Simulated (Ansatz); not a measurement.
This script makes an atomisation energy of CH8OSi2, SMILES C[SiH2]O[SiH3] with Ansatz's Python interface.

`tae_ch8osi2.py`
```python
"""Atomisation energy of CH8OSi2 at the given geometry."""

from collections import Counter

import ansatz as az
from ase import Atoms

BASIS = "cc-pVDZ"
FUNCTIONAL = "b3lyp"


def energy_of(molecule, charge=0, unpaired=0):
    calc = (
        molecule.calculation()
        .basis(gaussian=BASIS)
        .functional(FUNCTIONAL)
    )
    if charge:
        calc = calc.charge(charge)
    if unpaired:
        calc = calc.spin("collinear", total=unpaired)
    report = calc.run().report
    if report["published_state_doubts"]:
        print("  doubts:", report["published_state_doubts"])
    return report["free_energy_ev"]

atoms = Atoms(["C", "Si", "O", "Si", "H", "H", "H", "H", "H", "H", "H", "H"], positions=[
    [0.5812, 1.9788, -0.7804],
    [0.7573, 0.3383, -0.0658],
    [-0.6959, -0.4801, 0.11],
    [-1.1167, -1.9368, 0.6749],
    [0.0705, 1.9597, -1.7991],
    [1.4915, 2.5547, -0.9044],
    [-0.081, 2.6467, -0.1543],
    [1.4564, 0.4765, 1.2527],
    [1.6603, -0.4403, -0.8946],
    [-2.664, -2.0191, 0.5722],
    [-0.8267, -2.1064, 2.1258],
    [-0.5558, -3.0273, -0.1029],
])
geometry = az.Crystal.molecule_from_ase(atoms)

# Hund ground states
unpaired = {"C": 2, "Si": 2, "O": 2, "H": 1}
counts = Counter(site.symbol for site in geometry.cartesian_sites)
atom_energy = {s: energy_of(az.Crystal.molecule().atom(s, (0, 0, 0)), 0, unpaired[s]) for s in counts}
whole = energy_of(geometry, 0, 0)
for s, e in atom_energy.items():
    print(f"{s:2s} x{counts[s]}  {e:14.5f} eV")
print(f"CH8OSi2: {whole:.5f} eV")
split = sum(counts[s] * e for s, e in atom_energy.items()) - whole
print(f"atomisation energy (no zero-point term): {23.060548 * split:.1f} kcal/mol, {split / sum(counts.values()):.3f} eV an atom")
```

What does it cost to take this molecule apart into atoms?

952.0 kcal/mol from the electronic energies, without the zero-point term.

The output:

```console
$ python tae_ch8osi2.py
C  x1     -1030.00471 eV
Si x2     -7874.66638 eV
O  x1     -2042.71786 eV
H  x8       -13.63992 eV
CH8OSi2: -18972.45616 eV
atomisation energy (no zero-point term): 952.0 kcal/mol, 3.440 eV an atom
```

What to keep in mind:
- Total energies depend on the basis set; only differences at equal settings carry meaning.
- The geometry is a force-field or estimated start, not a minimum of this method, and the basis set is short of its limit. All parts are taken at fixed geometry, without zero-point energy.
- b3lyp holds the VWN-RPA fit, as in Gaussian; the form of ORCA and Turbomole is b3lyp5.
- For Al to Cl the sets with a tight d function, cc-pV(X+d)Z, are usual.
- Hardware and time: 4.9 s on 1 thread of Arm Neoverse V1, with other jobs on the host, peak memory 0.27 GiB.

(Lines on the test bed's own set-up are left out of the output.)
